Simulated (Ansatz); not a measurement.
# Sb: the cost of one run

Method: DFT PBEsol, scalar-relativistic, in Ansatz 0.2.0.

## 1. Starting point

Symmetry: I4/mmm, No. 139, tetragonal system. Conventional cell: a = 3.010 Å, b = 3.010 Å, c = 4.960 Å, α = 90.00°, β = 90.00°, γ = 90.00°. Sb (site symmetry 4/mmm) has 12 Sb at 3.01 to 3.27 Å as nearest neighbours.

Coordinates:

```xyz
1
Lattice="-1.5050 1.5050 2.4800 1.5050 -1.5050 2.4800 1.5050 1.5050 -2.4800" Properties=species:S:1:pos:R:3 pbc="T T T"
Sb    0.0000    0.0000    0.0000
```

## 2. Volume × 0.96, LAPW

input.yaml reads:

```yaml
crystal:
  lattice:
    - [-1.4846596688, 1.4846596688, 2.4464823777]
    - [1.4846596688, -1.4846596688, 2.4464823777]
    - [1.4846596688, 1.4846596688, -2.4464823777]
  atoms:
    - { symbol: Sb, position: [0.0, 0.0, 0.0] }
kpoints:
  mp_grid: { grid: [13, 13, 15] }
  band_path:
    path:
      - [0.0, 0.0, 0.0]
      - [0.0, 0.0, 0.5]
      - [0.25, 0.25, 0.25]
      - [0.0, 0.5, 0.0]
      - [0.0, 0.0, 0.0]
      - [0.5, 0.5, -0.5]
      - [0.3420681988, 0.6579318012, -0.3420681988]
      - [-0.3420681988, 0.3420681988, 0.3420681988]
      - [0.0, 0.0, 0.0]
    npoints: 5
scf:
  occupations: { method: fermi_dirac, width: 0.03 }
hamiltonian:
  xc: pbesol
  pseudopotentials: { kind: all_electron, lapw: { basis_error: 0.00025 } }
output:
  forces: true
  stress: true
  eigenvalues: true
```

The run is started by

```sh
> ansatz run input.yaml --threads 1 --pin off --max-ram 3072MiB --backend cpu --events-out ev --progress --plain --runs-dir out
```

What time and memory should one allow on 1 thread of Intel Xeon Platinum 8488C (Sapphire Rapids), shared host?

About 45 s, with a peak of 0.88 GiB.
